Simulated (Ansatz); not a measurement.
The system is Ba2Tl5V3O12.

```xyz
22
Lattice="6.6527 0.0495 0.0202 2.8607 8.3646 0.0038 2.6828 2.4694 9.1957" Properties=species:S:1:pos:R:3 pbc="T T T"
Ba    5.5442    0.4859    0.2246
Ba    5.0453    8.8099    3.1356
V     7.8851    6.7880    3.1058
V     2.5747    2.3174    0.3028
V     2.2646    2.2781    6.0800
Tl    3.7845    4.2101    3.2255
Tl    6.5448    4.4409    5.5815
Tl    8.1264    9.0456    6.1615
Tl    6.6930    4.4787    1.0881
Tl    4.6212    7.2113    6.8375
O     3.6229    2.1646    4.9879
O     8.0188    5.0381    3.1811
O     3.7266    2.1571    1.5981
O     7.5372    1.8755    5.1646
O     4.9576    6.4605    9.0991
O     7.0474    7.3889    4.4933
O     8.6870    3.8848    6.7562
O     6.8904    7.1926    1.7495
O     1.1117    1.6298    0.9364
O     5.2975    9.5590    7.4268
O     5.9074    3.9074    8.2110
O     9.3999    7.5353    2.8601
```

The cell was built by a generator and needn't be a form met in nature.

- Program: Ansatz 0.2.0
- Task: relaxation of cell and atoms
- Functional: PBEsol
- Potentials or basis: Ansatz PAW
- Cutoff: 420 eV (not typed: the program's choice for these potentials)
- k mesh: 3 × 3 × 2
- Occupations: fermi-dirac, width 0.05 eV
- Spin: collinear spin, ferromagnetic start
- Starting moments: [0.0, 0.0, 2.0, 2.0, 2.0, 0.0, 0.0, 0.0, 0.0, 0.0, 0.0, 0.0, 0.0, 0.0, 0.0, 0.0, 0.0, 0.0, 0.0, 0.0, 0.0, 0.0] μB

At the start: volume 23.18 Å³/atom.

Task: How do energy, volume and symmetry change on relaxing?

Result: It ends after 19 steps and the volume is 20.96 Å³/atom (-9.6 %); space group P1 (No. 1, to 0.05 Å); moment 0.00 μB per cell.

Step by step:
```
step  energy change (eV)  largest force (eV/Å)  volume (Å³)
   1              0.0000                0.3888       510.04
   2             -0.2589                0.2016       482.13
   3             -0.2834                0.0623       476.02
   4             -0.2877                0.0737       474.99
   5             -0.2910                0.0659       474.32
   6             -0.2936                0.0630       473.24
   7             -0.2969                0.0214       472.28
   8             -0.2983                0.0324       471.84
   9             -0.2995                0.0210       471.49
  10             -0.3005                0.0136       471.07
  11             -0.3010                0.0122       470.88
  12             -0.2494                0.0117       470.88
  13             -0.2654                0.0522       465.09
  14             -0.2683                0.0308       464.12
  15             -0.2703                0.0136       463.36
  16             -0.2563                0.0137       463.36
  17             -0.2595                0.0072       462.14
  18             -0.2620                0.0083       461.06
  19             -0.2572                0.0082       461.06
```

Final structure:
```xyz
22
Lattice="6.5024 0.0017 -0.0173 2.7397 7.9179 -0.1349 2.5556 2.1898 8.9139" Properties=species:S:1:pos:R:3 pbc="T T T"
Ba    5.3980    0.3024    0.2399
Ba    4.8544    8.3167    2.9132
V     7.5970    6.2841    2.9247
V     2.5091    2.1333    0.1819
V     2.2379    2.1725    5.9087
Tl    3.7249    4.0431    3.0533
Tl    6.3203    4.1174    5.4142
Tl    7.8474    8.5281    5.9717
Tl    6.4520    4.0559    0.8598
Tl    4.3094    6.6861    6.3732
O     3.5748    2.1073    4.8039
O     7.7729    4.5562    2.9967
O     3.6733    2.0406    1.4590
O     7.3504    1.7399    4.9848
O     4.7691    5.9446    8.5841
O     6.7855    6.8955    4.3092
O     8.4784    3.6791    6.6172
O     6.5809    6.6631    1.5932
O     1.0614    1.5289    0.8990
O     5.1852    8.9290    7.0319
O     5.6654    3.3229    7.8823
O     9.0802    7.0473    2.6064
```

Caveat: the plane-wave basis is chosen anew once the cell has moved, so the energies of steps on either side of that aren't comparable; the pressure holds a Pulay correction of +0.3 GPa for the finite cutoff; the PAW data sets come from PBE, with cores solved anew for the run's functional, which leaves a small shift of forces and pressure; the starting moments weren't kept.
